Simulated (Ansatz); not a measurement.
**CH3Ga+ (quartet): wave-function methods side by side, cc-pVDZ**

The task here is to estimate one member of a computed series from the others.

The runs use Ansatz 0.2.0, Gaussian basis; cc-pVDZ, core rule «outside noble gas», up to 15 orbitals frozen.

To be run: UHF; CCSD(T) on ROHF; CCSD(T) on UHF; BCCD(T) on ROHF; CISD as a restricted active space (open shells left free, so some higher excitations enter); CCSDT(Q) on ROHF; CCSDT(Q) on UHF; CASSCF and MRCISD+Q, 9 electrons in 11 orbitals; CASSCF and NEVPT2, 9 electrons in 11 orbitals.

20 further runs of the same task are left out: 2 for a known fault of the program, 7 that didn't finish, 11 set aside as unsound or not needed. Runs told in other sessions of the task aren't counted.

### What is computed

The geometry is a PBE0/def2-TZVP stationary point (not a proven minimum) of the parent state, kept for this charge and spin. No spin-orbit coupling is included. The filled d shell of Ga may be among the frozen orbitals whatever the setting's name suggests.

5 atoms, charge 1, spin multiplicity 4.

Atoms are counted from 1 here; the program's logs count them from 0.

Bond lengths: C1–Ga2 1.914 Å, C1–H3 1.085 Å, Ga2–H4 1.568 Å, Ga2–H5 1.562 Å. Angles: Ga2–C1–H3 154.1°, C1–Ga2–H4 118.8°, C1–Ga2–H5 118.2°, H4–Ga2–H5 123.0°.

As a file:

```xyz
5
charge 1, multiplicity 4
C     0.00000   -0.08892    1.62343
Ga    0.00000    0.00915   -0.28768
H     0.00000    0.33428    2.62250
H     0.00000    1.42003   -0.97083
H     0.00000   -1.32754   -1.09657
```

Set-up of the first run:

in.yaml reads:

```yaml
crystal:
  periodic: [false, false, false]
  atoms:
    - {symbol: C, position_ang: [0.000000, -0.088918, 1.623428]}
    - {symbol: Ga, position_ang: [0.000000, 0.009148, -0.287682]}
    - {symbol: H, position_ang: [0.000000, 0.334283, 2.622499]}
    - {symbol: H, position_ang: [0.000000, 1.420032, -0.970828]}
    - {symbol: H, position_ang: [0.000000, -1.327540, -1.096565]}
basis:
  gaussian: {orbitals: cc-pVDZ}
total_charge: 1
magnetization: {spin_polarized: true, initial_magnetization: 3}
hamiltonian: {xc: hf}
output: {orbitals: {seedname: orbitals}}
```

The run is started by

```bash
ansatz run in.yaml --threads 1 --pin off --events-out ev --progress --plain --max-ram 2393MiB
```

Among the steps run: UHF; CCSD(T) on ROHF; CCSD(T) on UHF; BCCD(T) on ROHF; CISD as a restricted active space (open shells left free, so some higher excitations enter); CCSDT(Q) on ROHF; CCSDT(Q) on UHF; CASSCF and MRCISD+Q, 9 electrons in 11 orbitals; CASSCF and NEVPT2, 9 electrons in 11 orbitals.

One table of the session follows, with a row left open; its other results are not shown here.

It belongs to the step «Misses and costs». 

```
          method  from UCCSDT(Q) (meV)
             UHF               +4643.3
            RMP2               +1097.5
            UMP2               +1124.5
           RCCSD                     ?
           UCCSD                +152.6
        RCCSD(T)                 +43.6
        UCCSD(T)                 +39.6
         BCCD(T)                 +45.8
          RCCSDT                 +13.5
          UCCSDT                  +7.3
       RCCSDT(Q)                  +6.7
       UCCSDT(Q)                     0
  CASSCF valence               +2463.2
  NEVPT2 valence                +606.9
  MRCISD valence                +111.7
MRCISD+Q valence                 +12.6
```

Q: Estimate the row for RCCSD from the others.

The run gave: from UCCSDT(Q) (meV): +166.2. In the column «from UCCSDT(Q) (meV)» it lies between UCCSD (+152.6) and NEVPT2 valence (+606.9).

Not comparable, so not listed: CISD as a restricted active space (open shells left free, so some higher excitations enter) (they don't share determinant, frozen orbitals or solution with the rows shown, or repeat one).

To keep in mind: Left out of the table: ROHF (another determinant or state than the rows shown). Restricted and unrestricted rows rest on different reference determinants; a gap between their highest levels can come from leftover correlation error, from unlike frozen cores or from another state.
